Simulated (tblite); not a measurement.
# C6H16BNO: the cost of one run

Computed with tblite 0.8.0 and PySCF 2.14.0, with density-fitted response routines of our own, on a single molecule, in the gas phase or a continuum. Atoms are numbered from 0 throughout.

### 1 The starting structure

25 atoms, charge 0, multiplicity 1; geometry from: force field or distance geometry start.

Bonds of the start (Å): C0–C1 1.33, C1–C2 1.51, C1–B3 1.56, B3–N4 1.52, N4–C5 1.47, B3–O6 1.43, O6–C7 1.39, O6–C8 1.37, C0–H9 1.07, C0–H10 1.09, C2–H11 1.12, C2–H12 1.10, C2–H13 1.12, B3–H14 1.22, N4–H15 1.02, C5–H16 1.10, C5–H17 1.13, C5–H18 1.10, C7–H19 1.12, C7–H20 1.09, C7–H21 1.12, C8–H22 1.08, C8–H23 1.13, C8–H24 1.10.

### 2 Optimising the geometry with GFN2-xTB

The job: settings as JSON, then the geometry in Å.

```
{"job": {"kind": "relax", "xc": "GFN2-xTB", "basis": "xTB"}, "charge": 0, "multiplicity": 1}
C      2.120200     1.201200    -0.473900
C      1.555600     0.109200     0.024400
C      2.494900    -0.917500     0.609100
B      0.013400    -0.149000     0.046000
N     -0.471800    -1.051200    -1.072900
C     -0.867000    -2.372700    -0.571700
O     -0.720400     1.064400     0.253400
C     -1.517500     1.076100     1.394200
C     -1.313600     1.633800    -0.841100
H      3.180500     1.358600    -0.470000
H      1.487000     1.975800    -0.903000
H      3.223800    -1.153900    -0.209800
H      1.989300    -1.801200     1.020600
H      3.100100    -0.357800     1.362100
H     -0.166000    -0.813200     1.054200
H     -1.283500    -0.703500    -1.588500
H      0.006000    -2.961700    -0.258600
H     -1.546000    -2.174400     0.307100
H     -1.495700    -2.874800    -1.321000
H     -2.452600     0.506800     1.181500
H     -1.020600     0.638900     2.259500
H     -1.813100     2.132900     1.597300
H     -0.722000     1.661800    -1.746700
H     -1.462500     2.715800    -0.564000
H     -2.329500     1.279900    -1.078700
```

Started as:

```sh
$ OMP_NUM_THREADS=1 python probes_run.py task.json out
```

This one command runs all jobs of the session in turn.

Q: Estimate the wall time and peak memory of this first job on 1 thread of Arm Neoverse V1, shared host.

About 2.7 s, with a peak of 0.19 GiB.
